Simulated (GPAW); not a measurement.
**Sn3Te: single point with PBEsol**

Sn3Te:

```
Te Sn
1.0
     4.86562    0.00000    0.00000
     0.00000    4.86562    0.00000
     0.00000    0.00000    4.86562
Te Sn
1 3
Cartesian
  0.0000 0.0000 0.0000
  0.0000 2.4328 2.4328
  2.4328 0.0000 2.4328
  2.4328 2.4328 0.0000
```

The cell comes from a database or a generator and needn't be the stable form of this composition.

```
Program             : GPAW 26.7.0
Task                : single point
Functional          : PBEsol
Potentials or basis : PAW data sets generated in the run's folder for this functional
Cutoff              : 600 eV
Basis               : pw
k mesh              : 6 × 6 × 6
Occupations         : fermi-dirac, width 0.05 eV
Spin                : no spin polarisation
```

* Pressure: -2.6 GPa
* Band gap on the k mesh: none (metal or under the smearing width)

Levels at points of the mesh, in eV from the Fermi level:
```csv
k point,band 20,band 21,band 22,band 23,band 24,band 25,band 26,band 27,band 28,band 29
"(0.00, 0.00, 0.00)",-4.19,-4.19,-4.19,0.41,0.41,0.41,1.92,1.92,1.92,4.54
"(0.50, 0.00, 0.00)",-3.08,-3.08,-1.73,-1.73,-1.50,-0.35,1.86,2.09,2.36,2.36
"(0.50, 0.50, 0.00)",-2.26,-1.92,-1.92,-1.91,-0.70,-0.10,-0.10,0.11,3.43,3.43
"(0.50, 0.50, 0.50)",-5.18,-5.18,-5.18,-4.32,2.84,2.84,2.84,5.36,5.36,5.36
```

It took 48 s on 1 thread of Arm Neoverse V2 (shared host), peak memory 0.23 GiB.

Spin-orbit coupling is left out, which matters for the levels of Te.
